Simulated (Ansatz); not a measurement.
**CHGa2 (quartet): wave-function methods side by side, cc-pVDZ**

An exercise on one series of results from a longer session: the logs are not shown, and one member is left open.

Program: Ansatz 0.2.0, Gaussian basis. Level of theory: cc-pVDZ, core rule «outside noble gas», up to 29 orbitals frozen. These are calculated values, not measurements.

Plan: UHF; CCSD(T) on ROHF; CCSD(T) on UHF; BCCD(T) on ROHF; CISD as a restricted active space (open shells left free, so some higher excitations enter); CCSDT(Q) on ROHF; CCSDT(Q) on UHF.

22 further runs of the same task are left out: 1 for a known fault of the program, 10 that didn't finish, 11 set aside as unsound or not needed. Runs told in other sessions of the task aren't counted.

### The geometry

The geometry is a PBE0/def2-TZVP stationary point (not a proven minimum). No spin-orbit coupling is included. The filled d shell of Ga may be among the frozen orbitals whatever the setting's name suggests.

4 atoms, charge 0, spin multiplicity 4.

Atoms are counted from 1 here; the program's logs count them from 0.

Bond lengths: C1–Ga2 1.964 Å, C1–H4 1.093 Å, Ga2–Ga3 2.644 Å. Angles: Ga2–C1–H4 144.3°, C1–Ga2–Ga3 178.4°.

Set-up of the first run:

in.yaml reads:

```yaml
crystal:
  periodic: [false, false, false]
  atoms:
    - {symbol: C, position_ang: [0.000030, -0.189453, 1.415030]}
    - {symbol: Ga, position_ang: [-0.000032, -0.123146, -0.547488]}
    - {symbol: Ga, position_ang: [-0.000008, -0.105490, -3.191181]}
    - {symbol: H, position_ang: [0.000010, 0.418089, 2.323639]}
basis:
  gaussian: {orbitals: cc-pVDZ}
magnetization: {spin_polarized: true, initial_magnetization: 3}
hamiltonian: {xc: hf}
output: {orbitals: {seedname: orbitals}}
```

The run is started by

```console
$ ansatz run in.yaml --threads 1 --pin off --events-out ev --progress --plain --max-ram 2393MiB
```

Steps of the session up to this table: UHF; CCSD(T) on ROHF; CCSD(T) on UHF; BCCD(T) on ROHF; CISD as a restricted active space (open shells left free, so some higher excitations enter); CCSDT(Q) on ROHF; CCSDT(Q) on UHF.

One of the session's tables, all rows but one given; the rest of the session is left out.

```
   method  from UCCSDT(Q) (meV)
     ROHF               +6212.3
      UHF                     ?
     RMP2               +1411.4
     UMP2               +1416.7
    RCCSD                +274.5
    UCCSD                +267.0
 RCCSD(T)                 +73.1
 UCCSD(T)                 +70.9
  BCCD(T)                 +71.9
   RCCSDT                 +18.7
   UCCSDT                 +15.0
RCCSDT(Q)                  +4.1
UCCSDT(Q)                     0
```

Estimate the missing values for UHF.

As computed: from UCCSDT(Q) (meV): +5973.5. In the column «from UCCSDT(Q) (meV)» it lies between UMP2 (+1416.7) and ROHF (+6212.3).

Not comparable, so not listed: CISD as a restricted active space (open shells left free, so some higher excitations enter) (they don't share determinant, frozen orbitals or solution with the rows shown, or repeat one).

Caveats from the session: Restricted and unrestricted rows rest on different reference determinants; a gap between their highest levels can come from leftover correlation error, from unlike frozen cores or from another state.
